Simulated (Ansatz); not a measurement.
# BFH5NO2: the cost of one run

All numbers below are computed with Ansatz 0.2.0 (RHF/6-31G*).

## (1) The system as given

Bond lengths: N2–H3 1.060 Å, N2–H4 1.060 Å, B1–O5 1.410 Å, O5–H6 1.010 Å, B1–O7 1.410 Å, O7–H8 1.010 Å, B1–F9 1.620 Å, N2–H10 1.148 Å. Angles: H3–N2–H4 120.0°, H3–N2–H10 107.5°, H4–N2–H10 91.6°, B1–O5–H6 109.5°, O5–B1–O7 120.0°, O5–B1–F9 105.4°, O7–B1–F9 92.8°, B1–O7–H8 109.5°.

Structure file:

```xyz
10

B     0.0000    0.0000    0.0000
N     0.0000    0.0000    1.9000
H    -0.8770   -0.2713    2.4300
H     0.8770    0.2713    2.4300
O     1.2211    0.0000   -0.7050
H     1.5209   -0.9519   -0.8599
O    -1.2211    0.0000   -0.7050
H    -1.7308   -0.8467   -0.4965
F    -0.2026    1.5239    0.5108
H    -0.1429    1.0745    1.5229
```

## (2) Pulling towards end A

Springs on the bonds that form and break draw the guess towards this end; the thresholds are loose.

The input, input.yaml:

```yaml
crystal:
  periodic: [false, false, false]
  atoms:
    - { symbol: B, position_ang: [0.0, 0.0, 0.0] }
    - { symbol: "N", position_ang: [0.0, 0.0, 1.9] }
    - { symbol: H, position_ang: [-0.877, -0.2713, 2.43] }
    - { symbol: H, position_ang: [0.877, 0.2713, 2.43] }
    - { symbol: O, position_ang: [1.2211, 0.0, -0.705] }
    - { symbol: H, position_ang: [1.5209, -0.9519, -0.8599] }
    - { symbol: O, position_ang: [-1.2211, 0.0, -0.705] }
    - { symbol: H, position_ang: [-1.7308, -0.8467, -0.4965] }
    - { symbol: F, position_ang: [-0.2026, 1.5239, 0.5108] }
    - { symbol: H, position_ang: [-0.1429, 1.0745, 1.5229] }
basis:
  gaussian: { orbitals: "6-31G*" }
hamiltonian:
  xc: hf
relax:
  f_tol: 0.15
  max_steps: 25
  restrain:
    - { distance: [0, 8], at: 2.52, k: 30.0 }
    - { distance: [9, 1], at: 2.26, k: 30.0 }
    - { distance: [0, 1], at: 1.55, k: 30.0 }
    - { distance: [9, 8], at: 0.92, k: 30.0 }
```

Launch:

```
$ ansatz run input.yaml --threads 1 --pin off --max-ram 2048MiB --backend cpu --events-out ev --progress --plain --runs-dir out
```

What time and memory should one allow on 1 thread of Intel Xeon Platinum 8259CL at 2.50GHz (Skylake/Cascade Lake), shared host?

About 35 s, with a peak of 0.17 GiB.
